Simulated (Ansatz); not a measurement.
**BBr2Cl (dibromo(chloro)borane), step by step**

Wanted: a series of 16 runs (HF/STO-3G, UHF/STO-3G, HF/3-21G, UHF/3-21G, HF/6-31G*, B3LYP/6-31G*, PBE/def2-SVP, MP2/6-31G*) of BBr2Cl. 

The calculation is run with Ansatz 0.2.0.

### 1 The molecule

The species is BBr2Cl (4 atoms), meant as a singlet with charge 0. SMILES: `ClB(Br)Br`. The shape is that of a PBE0-D4/def2-TZVP optimisation. The run starts from this shape.

Bond lengths: Cl1–B2 1.732 Å, B2–Br3 1.899 Å, B2–Br4 1.899 Å. Angles: Cl1–B2–Br3 120.0°, Cl1–B2–Br4 120.0°, Br3–B2–Br4 119.9°.

### 2 A structure relaxation at HF/STO-3G (run 1)

File job.yaml:

```yaml
crystal:
  periodic: [false, false, false]
  atoms:
    - {symbol: Cl, position_ang: [-0.203300, -1.644940, 0.633550]}
    - {symbol: B, position_ang: [-0.004820, -0.039040, 0.015030]}
    - {symbol: Br, position_ang: [1.283490, 1.123730, 0.785650]}
    - {symbol: Br, position_ang: [-1.075360, 0.560270, -1.434250]}
basis:
  gaussian:
    orbitals: STO-3G
total_charge: 0
hamiltonian:
  xc: hf
relax:
  f_tol: 0.002
output:
  orbitals: {seedname: orbitals}
```

The run is started by

```console
$ ansatz run job.yaml --threads 1 --pin off --max-ram 3480MiB --events-out events.jsonl --progress --plain --runs-dir runs
```

Output:

```text
Warning: RAYON_NUM_THREADS=1 ignored (pool sized by the plan → 1); use --threads N
The last accepted step is kept in runs//last_step.txt (removed where the run ends without a failure and the disk answers)
[... 43 lines left out ...]
Total energy: -151524.17156544 eV, -5568.4105982577 hartree
[... 4 lines left out ...]
Dipole moment:     0.027446     0.222086    -0.085534 e Å
```

Run time: 6 s. Hardware: 1 thread of Arm Neoverse V1, shared host; peak memory 0.12 GiB.

Step by step:

| step | energy from the first frame kept (eV) | largest force (eV/Å) |
| --- | --- | --- |
| 1 | 0.0000 | 2.3609 |
| 2 | -0.0520 | 0.9716 |
| 3 | -0.0644 | 0.0535 |
| 4 | -0.0646 | 0.0334 |
| 5 | -0.0648 | 0.0006 |

After the run. Bond lengths: Cl1–B2 1.791 Å, B2–Br3 1.874 Å, B2–Br4 1.874 Å. Angles: Cl1–B2–Br3 118.7°, Cl1–B2–Br4 118.7°, Br3–B2–Br4 122.6°.

### 3 The harmonic vibrations at HF/STO-3G (run 2)

File input.yaml:

```yaml
crystal:
  periodic: [false, false, false]
  atoms:
    - symbol: Cl
      position_ang: [-0.205483, -1.662567, 0.640344]
    - symbol: B
      position_ang: [-0.000240, -0.001934, 0.000745]
    - symbol: Br
      position_ang: [1.281851, 1.113885, 0.788980]
    - symbol: Br
      position_ang: [-1.076117, 0.550636, -1.430089]
basis:
  gaussian: {orbitals: STO-3G}
hamiltonian: {xc: hf}
phonons: {temperatures: {t_min: 298.15, t_max: 298.15, t_step: 1}}
```

The run is started by

```console
$ ansatz run input.yaml --threads 1 --pin off --max-ram 3480MiB --events-out events.jsonl --progress --plain --runs-dir runs
```

Output:

```text
Warning: RAYON_NUM_THREADS=1 ignored (pool sized by the plan → 1); use --threads N
[... 86 lines left out ...]
Total energy: -151524.17157772 eV, -5568.4105987089 hartree
[... 4 lines left out ...]
Dipole moment:     0.027446     0.222083    -0.085534 e Å
Vibrations: 201.85 226.60 394.02 465.19 1042.80 1050.34 cm⁻¹, zero-point energy 0.209583 eV
```

Wall time 12 s (1 thread of Arm Neoverse V1, shared host); peak memory 0.11 GiB.

Runs 3 to 12 aren't shown in full; the table further down has their settings and results.

### 4 A structure relaxation at PBE/def2-SVP (run 13)

File molecule.yaml:

```yaml
crystal:
  periodic: [false, false, false]
  atoms:
    - symbol: Cl
      position_ang: [-0.203300, -1.644940, 0.633550]
    - symbol: B
      position_ang: [-0.004820, -0.039040, 0.015030]
    - symbol: Br
      position_ang: [1.283490, 1.123730, 0.785650]
    - symbol: Br
      position_ang: [-1.075360, 0.560270, -1.434250]
basis:
  gaussian: {orbitals: def2-SVP}
hamiltonian: {xc: {name: PBE}}
relax: {f_tol: 0.002}
output: {orbitals: {seedname: orbitals}}
```

The run is started by

```console
$ ansatz run molecule.yaml --threads 1 --pin off --max-ram 3480MiB --events-out events.jsonl --progress --plain --runs-dir runs
```

Output:

```text
Warning: RAYON_NUM_THREADS=1 ignored (pool sized by the plan → 1); use --threads N
[... 7 lines left out ...]
1039 factors; their error is unknown
[... 10 lines left out ...]
1039 factors; their error is unknown
[... 5 lines left out ...]
1039 factors; their error is unknown
[... 5 lines left out ...]
1039 factors; their error is unknown
[... 6 lines left out ...]
1039 factors; their error is unknown
[... 4 lines left out ...]
1039 factors; their error is unknown
[... 3 lines left out ...]
Total energy: -153246.08319657 eV, -5631.6896835481 hartree
[... 4 lines left out ...]
Dipole moment:    -0.000758    -0.006128     0.002361 e Å
```

Run time: 16 s. Hardware: 1 thread of Arm Neoverse V1, shared host; peak memory 0.14 GiB.

Steps, from the record of the run:

| step | energy from the first frame kept (eV) | largest force (eV/Å) |
| --- | --- | --- |
| 1 | 0.0000 | 0.5228 |
| 2 | -0.0087 | 0.2385 |
| 3 | -0.0101 | 0.0524 |
| 4 | -0.0101 | 0.0090 |
| 5 | -0.0101 | 0.0003 |

After the run. Bond lengths: Cl1–B2 1.751 Å, B2–Br3 1.914 Å, B2–Br4 1.914 Å. Angles: Cl1–B2–Br3 120.0°, Cl1–B2–Br4 120.0°, Br3–B2–Br4 120.0°.

Runs 14 to 15 aren't shown in full; the table further down has their settings and results.

### 5 Vibrational wavenumbers at MP2/6-31G(d) (Cartesian functions) (run 16)

File run.yaml:

```yaml
crystal:
  periodic: [false, false, false]
  atoms:
    - symbol: Cl
      position_ang: [-0.203483, -1.646790, 0.634214]
    - symbol: B
      position_ang: [-0.005329, -0.042145, 0.016359]
    - symbol: Br
      position_ang: [1.285825, 1.126683, 0.786525]
    - symbol: Br
      position_ang: [-1.077003, 0.562272, -1.437118]
basis:
  gaussian: {orbitals: "6-31G*"}
correlation: {method: mp2}
phonons: {temperatures: {t_min: 298.15, t_max: 298.15, t_step: 1}}
```

The run is started by

```console
$ ansatz run run.yaml --threads 1 --pin off --max-ram 3480MiB --events-out events.jsonl --progress --plain --runs-dir runs
```

Output:

```text
Warning: RAYON_NUM_THREADS=1 ignored (pool sized by the plan → 1); use --threads N
[... 11 lines left out ...]
24 core orbitals not correlated: weight in the atoms' cores, before any rotation towards them, 1.000 or more for the frozen orbitals, at most 0.000 for the correlated occupied ones
[... 58 lines left out ...]
24 core orbitals not correlated: weight in the atoms' cores, before any rotation towards them, 1.000 or more for the frozen orbitals, at most 0.000 for the correlated occupied ones
[... 52 lines left out ...]
Dipole moment:    -0.001528    -0.012110     0.004697 e Å
[... 1 line left out ...]
Checks for a lower state left out: cluster_reference
```

Run time: 2 min. Hardware: 1 thread of Arm Neoverse V1, shared host; peak memory 0.26 GiB.

### 6 All runs side by side

| run | level | task | walk f tol | partner | energy (Eh) | dipole moment (D) | wall time |
| --- | --- | --- | --- | --- | --- | --- | --- |
| 1 | HF/STO-3G | optimise | 0.002 | base | -5568.410598 | 1.15 | 6 s |
| 2 | HF/STO-3G | frequencies | – | base | -5568.410599 | 1.15 | 12 s |
| 3 | UHF/STO-3G | energy | – | cation | -5568.086181 | – | 6.9 s |
| 4 | UHF/STO-3G | optimise | – | cation | -5568.103482 | – | 22 s |
| 5 | HF/3-21G | optimise | 0.002 | base | -5602.033928 | 0.73 | 8.1 s |
| 6 | HF/3-21G | frequencies | – | base | -5602.033928 | 0.73 | 17 s |
| 7 | UHF/3-21G | energy | – | cation | -5601.645123 | – | 15 s |
| 8 | UHF/3-21G | optimise | – | cation | -5601.659753 | – | 45 s |
| 9 | HF/6-31G* (Cartesian functions) | optimise | 0.002 | base | -5628.487543 | 0.04 | 25 s |
| 10 | HF/6-31G* (Cartesian functions) | frequencies | – | base | -5628.487543 | 0.04 | 50 s |
| 11 | B3LYP/6-31G* (Cartesian functions) | optimise | 0.002 | base | -5632.920715 | 0.02 | 37 s |
| 12 | B3LYP/6-31G* (Cartesian functions) | frequencies | – | base | -5632.920715 | 0.02 | 69 s |
| 13 | PBE/def2-SVP | optimise | 0.002 | base | -5631.689684 | 0.03 | 16 s |
| 14 | PBE/def2-SVP | frequencies | – | base | -5631.689684 | 0.03 | 27 s |
| 15 | MP2/6-31G* (Cartesian functions) | optimise | 0.002 | base | -5629.222347 | 0.06 | 42 s |
| 16 | MP2/6-31G* (Cartesian functions) | frequencies | – | base | -5629.222347 | 0.06 | 2 min |

### 7 Outcome

```
                                                                          quantity           value
                                                  run 16, MP2/6-31G*: total energy  -5629.22235 Eh
                            run 16, MP2/6-31G*: dipole moment (correlated density)          0.06 D
                  run 16, MP2/6-31G*: correlation energy (24 core orbitals frozen)      -734.9 mEh
                                      run 16, MP2/6-31G*: largest force on an atom      0.002 eV/Å
                                    run 16, MP2/6-31G*: lowest harmonic wavenumber        175 cm⁻¹
                                   run 16, MP2/6-31G*: highest harmonic wavenumber        973 cm⁻¹
                                             run 16, MP2/6-31G*: zero-point energy     17.9 kJ/mol
                     vertical ionisation energy (to the doublet cation), HF/STO-3G        8.828 eV
                      vertical ionisation energy (to the doublet cation), HF/3-21G       10.580 eV
adiabatic ionisation energy (to the doublet cation, no zero-point term), HF/STO-3G        8.357 eV
 adiabatic ionisation energy (to the doublet cation, no zero-point term), HF/3-21G       10.182 eV
```

In words: At HF/STO-3G: the vertical ionisation energy comes to 8.83 eV (852 kJ/mol). In a minimal basis such a difference can be off by several eV, whatever the method. At HF/3-21G: removing an electron at fixed nuclei costs 10.58 eV (1021 kJ/mol). At HF/STO-3G: the adiabatic ionisation energy (to the doublet cation, no zero-point term) is 8.36 eV (806 kJ/mol). At HF/3-21G: the adiabatic ionisation energy (to the doublet cation, no zero-point term) is 10.18 eV (235 kcal/mol). Totals of different functionals can't be ranked against each other. In runs 1, 2, 3, 4 the basis is minimal, so the values are rough. All runs together took 8.6 min, the longest 2 min.
